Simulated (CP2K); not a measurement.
**C2H6BFO (SMILES CB(F)CO), run twice**

Aim: a single-point energy of C2H6BFO at AM1.

The results are computed with CP2K 2026.2.

4 further runs of the same task are left out: 1 that didn't finish, 3 set aside as unsound or not needed.

## Step 1: Starting point

C2H6BFO has 11 atoms, charge 0, and is taken as a singlet. SMILES: `CB(F)CO`. The shape is that of a GFN2-xTB optimisation. This is one conformer, not always the lowest.

Bond lengths: C1–B2 1.578 Å, B2–F3 1.316 Å, B2–C4 1.598 Å, C4–O5 1.419 Å, C1–H6 1.089 Å, C1–H7 1.085 Å, C1–H8 1.088 Å, C4–H9 1.102 Å, C4–H10 1.102 Å, O5–H11 0.963 Å. Some angles: C1–B2–F3 118.3°, C1–B2–C4 122.0°, F3–B2–C4 119.7°, B2–C4–O5 113.2°, B2–C1–H6 109.9°, B2–C1–H7 113.8°, B2–C1–H8 110.7°, B2–C4–H9 108.7°, B2–C4–H10 108.9°, O5–C4–H9 110.1°.

## Step 2: Try one

Contents of qs.inp:

```
&GLOBAL
    PROJECT qs
    RUN_TYPE ENERGY
    PRINT_LEVEL MEDIUM
&END
&FORCE_EVAL
    METHOD QUICKSTEP
    &DFT
        &QS
            METHOD AM1
            EPS_DEFAULT 1.0E-10
            &SE
                &COULOMB
                    CUTOFF [angstrom] 50
                    RC_RANGE [angstrom] 0
                &END
                &EXCHANGE
                    CUTOFF [angstrom] 50
                    RC_RANGE [angstrom] 0
                &END
            &END
        &END
        &POISSON
            PERIODIC NONE
            POISSON_SOLVER ANALYTIC
        &END
        &SCF
            SCF_GUESS ATOMIC
            EPS_SCF 1.0E-06
            MAX_SCF 82
            ADDED_MOS 2
            &DIAGONALIZATION
                ALGORITHM STANDARD
            &END
            &MIXING
                METHOD DIRECT_P_MIXING
                ALPHA 0.4
            &END
        &END
        # extra output
        &PRINT
            &MOMENTS
                PERIODIC F
                REFERENCE COM
                MAX_MOMENT 1
            &END
            &MO ON
                ENERGIES T
                OCCUPATION_NUMBERS T
                NDIGITS 6
                &EACH
                    QS_SCF 0
                &END
                ADD_LAST NUMERIC
            &END
            &HIRSHFELD OFF
            &END
        &END
    &END
    # atoms, cell and kinds
    &SUBSYS
        &CELL
            ABC 15.9 14.1 16.1
            PERIODIC NONE
        &END
        &COORD
            UNIT bohr
            C     -2.2211652     0.7622777     2.2177637
            B      0.4901005     0.1967772     1.1110078
            F      2.4385404     0.3001830     2.6533267
            C      0.9175943    -0.4973570    -1.7964681
            O      3.4824062    -0.9937881    -2.3997632
            H     -2.7368714    -0.6892209     3.5824294
            H     -3.6965311     0.8410793     0.7955558
            H     -2.2265887     2.5372597     3.2563383
            H      0.1974197     1.0659189    -2.9694778
            H     -3.0351269     0.8410793     0.7955558
            H      3.6167279    -1.3772324    -4.1742160
        &END
        &TOPOLOGY
            &CENTER_COORDINATES
            &END
        &END
    &END
&END
```

The run is started by

```
$ OMP_NUM_THREADS=1 cp2k.psmp -i qs.inp -o qs.out
```

Log:

```text
CP2K| version string:                                       CP2K version 2026.2
[...]
 GLOBAL| Method name                                                        CP2K
[...]
 GLOBAL| Run type                                                         ENERGY
[...]
                             - Atoms:                                         11
[...]
                             - Spherical basis functions:                     26
[...]
 *** WARNING in particle_methods.F:720 :: The distance between the atoms 7 ***
 *** and 10 is only 0.350 angstrom and thus smaller than the threshold of  ***
 *** 0.500 angstrom                                                        ***
[...]
 Number of electrons:                                                         30
[...]
     1 P_Mix/Diag. 0.40E+00    0.0     0.81449313       -36.4884181934 -3.65E+01
[...]
    32 DIIS/Diag.  0.65E-07    0.0     0.00000056       -44.1488463215 -4.90E-13
  *** SCF run converged in    32 steps ***
  Core-core repulsion energy [eV]:                           2215.69882009695721
  Core Hamiltonian energy [eV]:                             -1984.67226099876848
  Two-electron integral energy [eV]:                        -2864.75552635471104
  Electronic energy [eV]:                                   -3417.05002417612377
  Total energy [eV]:                                        -1201.35120407916702
  Atomic reference energy [eV]:                              1209.78101747611527
  Heat of formation [kcal/mol]:                               194.39613045627513
[...]
 SE_DIPOLE| Moment [Debye]          8.88641726      -2.83710765      -2.75442444
 SE_DIPOLE| Derivative [a.u.]       0.00000000       0.00000000       0.00000000
 ENERGY| Total FORCE_EVAL ( QS ) energy [hartree]            -44.148846321526356
[...]
```

Wall time 0.24 s (1 thread of Arm Neoverse V2, shared host).

## Step 3: What went wrong

The run finished; that doesn't make the result usable.

What is wrong: two atoms lie on top of or far too near each other. As the program read them, the closest atoms are 0.35 Å apart, against 0.96 Å in the sound input.

## Step 4: The mended input

Contents of molecule.inp:

```
&FORCE_EVAL
  METHOD QUICKSTEP
  &DFT
    CHARGE 0
    MULTIPLICITY 1
    # Quickstep
    &QS
      METHOD AM1
      EPS_DEFAULT 1.0E-10
      &SE
        &COULOMB
          CUTOFF [angstrom] 50
          RC_RANGE [angstrom] 0
        &END COULOMB
        &EXCHANGE
          CUTOFF [angstrom] 50
          RC_RANGE [angstrom] 0
        &END EXCHANGE
      &END SE
    &END QS
    # no periodic images
    &POISSON
      PERIODIC NONE
      POISSON_SOLVER ANALYTIC
    &END POISSON
    # self-consistent field
    &SCF
      SCF_GUESS ATOMIC
      EPS_SCF 1.0E-06
      MAX_SCF 100
      ADDED_MOS 2
      &DIAGONALIZATION
        ALGORITHM STANDARD
      &END DIAGONALIZATION
      &MIXING
        METHOD DIRECT_P_MIXING
        ALPHA 0.4
      &END MIXING
    &END SCF
    &PRINT
      &MOMENTS
        PERIODIC F
        REFERENCE COM
        MAX_MOMENT 1
      &END MOMENTS
      &MO ON
        ENERGIES T
        OCCUPATION_NUMBERS T
        NDIGITS 6
        &EACH
          QS_SCF 0
        &END EACH
        ADD_LAST NUMERIC
      &END MO
      &HIRSHFELD OFF
      &END HIRSHFELD
    &END PRINT
  &END DFT
  &SUBSYS
    &CELL
      ABC [angstrom] 15.9 14.5 16.1
      PERIODIC NONE
    &END CELL
    &COORD
      UNIT bohr
      C     -2.2211652     0.7622777     2.2177637
      B      0.4901005     0.1967772     1.1110078
      F      2.4385404     0.3001830     2.6533267
      C      0.9175943    -0.4973570    -1.7964681
      O      3.4824062    -0.9937881    -2.3997632
      H     -2.7368714    -0.6892209     3.5824294
      H     -3.6965311     0.8410793     0.7955558
      H     -2.2265887     2.5372597     3.2563383
      H      0.1974197     1.0659189    -2.9694778
      H     -0.2616515    -2.1459163    -2.2765153
      H      3.6167279    -1.3772324    -4.1742160
    &END COORD
    &TOPOLOGY
      &CENTER_COORDINATES
      &END CENTER_COORDINATES
    &END TOPOLOGY
  &END SUBSYS
&END FORCE_EVAL

&GLOBAL
  PROJECT molecule
  RUN_TYPE ENERGY
  PRINT_LEVEL MEDIUM
&END GLOBAL
```

The run is started by

```
$ OMP_NUM_THREADS=1 cp2k.psmp molecule.inp > molecule.out
```

Log:

```text
CP2K| version string:                                       CP2K version 2026.2
[...]
 GLOBAL| Method name                                                        CP2K
[...]
 GLOBAL| Run type                                                         ENERGY
[...]
                             - Atoms:                                         11
[...]
                             - Spherical basis functions:                     26
[...]
 Number of electrons:                                                         30
[...]
     1 P_Mix/Diag. 0.40E+00    0.0     0.81524539       -36.9652802276 -3.70E+01
[...]
    16 DIIS/Diag.  0.34E-06    0.0     0.00000088       -44.6933636102 -2.58E-11
  *** SCF run converged in    16 steps ***
  Core-core repulsion energy [eV]:                           2199.03650829493517
  Core Hamiltonian energy [eV]:                             -1969.94095749949588
  Two-electron integral energy [eV]:                        -2890.52764766397650
  Electronic energy [eV]:                                   -3415.20478133148436
  Total energy [eV]:                                        -1216.16827303654895
  Atomic reference energy [eV]:                              1209.78101747611527
  Heat of formation [kcal/mol]:                              -147.29362403598893
[...]
 SE_DIPOLE| Moment [Debye]          2.24810532      -0.02589510       1.21386353
 SE_DIPOLE| Derivative [a.u.]       0.00000000       0.00000000       0.00000000
 ENERGY| Total FORCE_EVAL ( QS ) energy [hartree]            -44.693363610154137
[...]
```

It took 0.22 s on 1 thread of Arm Neoverse V2, shared host.

## Step 5: Results

Level: AM1.

| quantity | value |
| --- | --- |
| total energy | -44.69336 Eh |
| dipole moment | 2.56 D |
| HOMO energy | -11.02 eV |
| LUMO energy | 1.74 eV |
| HOMO–LUMO gap | 12.75 eV |
| heat of formation | -147.3 kcal/mol |

What this shows: The first attempt's energy was +14.817 eV off this one.
